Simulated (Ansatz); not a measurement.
**CH5ClOSi: basis-set convergence**

An exercise on one series of results from a longer session: the logs are not shown, and one member is left open.

Method: one geometry, several basis sets; program: Ansatz 0.2.0, Gaussian basis.

Plan: PBE0-D4/def2-SVP; ωB97M-V/def2-SVP; PBE0-D4/def2-QZVPP; ωB97M-V/def2-QZVPP; the functionals' def2-TZVPP values are taken from earlier runs.

### The relaxed structure

All runs share one geometry, relaxed beforehand with PBE0-D4 in a triple-zeta def2 set.

9 atoms, charge 0, spin multiplicity 1.

Atoms are counted from 1 here; the program's logs count them from 0.

Bond lengths: C1–Si2 1.852 Å, C1–H5 1.092 Å, C1–H6 1.093 Å, C1–H7 1.093 Å, Si2–O3 1.636 Å, Si2–Cl4 2.066 Å, Si2–H8 1.477 Å, O3–H9 0.958 Å. Angles: Si2–C1–H5 110.4°, Si2–C1–H6 110.2°, Si2–C1–H7 111.1°, H5–C1–H6 108.5°, H5–C1–H7 108.0°, H6–C1–H7 108.5°, C1–Si2–O3 113.3°, C1–Si2–Cl4 107.5°, C1–Si2–H8 112.9°, O3–Si2–Cl4 109.8°, O3–Si2–H8 105.4°, Cl4–Si2–H8 107.8°, Si2–O3–H9 118.5°.

Set-up of the first run:

Input file in.yaml:

```yaml
crystal:
  periodic: [false, false, false]
  atoms:
    - {symbol: C, position_ang: [-0.641459, 0.901711, -0.409340]}
    - {symbol: Si, position_ang: [0.027384, -0.687839, 0.266065]}
    - {symbol: O, position_ang: [1.352546, -0.484889, 1.204595]}
    - {symbol: Cl, position_ang: [0.486826, -1.901393, -1.340958]}
    - {symbol: H, position_ang: [-1.541036, 0.716423, -1.000898]}
    - {symbol: H, position_ang: [-0.897052, 1.581224, 0.407780]}
    - {symbol: H, position_ang: [0.090576, 1.394225, -1.054070]}
    - {symbol: H, position_ang: [-0.945308, -1.408080, 1.111939]}
    - {symbol: H, position_ang: [2.156123, -0.157683, 0.797685]}
basis:
  gaussian: {orbitals: def2-SVP}
hamiltonian: {xc: pbe0, dispersion: d4}
output: {orbitals: {seedname: orbitals}}
```

Among the steps run: PBE0-D4 in def2-SVP; ωB97M-V in def2-SVP; PBE0-D4 in def2-QZVPP; ωB97M-V in def2-QZVPP.

One table of the session follows, with a row left open; its other results are not shown here.

It belongs to the step «Density functionals: the series». 

| functional | basis | HOMO (eV) | LUMO (eV) |
| --- | --- | --- | --- |
| PBE0-D4 | def2-SVP | -8.46 | 1.22 |
| PBE0-D4 | def2-TZVPP | -8.62 | 0.61 |
| PBE0-D4 | def2-QZVPP | -8.65 | 0.25 |
| ωB97M-V | def2-SVP | -10.67 | 2.94 |
| ωB97M-V | def2-TZVPP | ? | ? |
| ωB97M-V | def2-QZVPP | -10.90 | 1.46 |

Estimate the missing values for ωB97M-V, def2-TZVPP.

**Answer.** HOMO (eV): -10.86; LUMO (eV): 2.12. In the column «HOMO (eV)» it lies between ωB97M-V, def2-QZVPP (-10.90) and ωB97M-V, def2-SVP (-10.67).
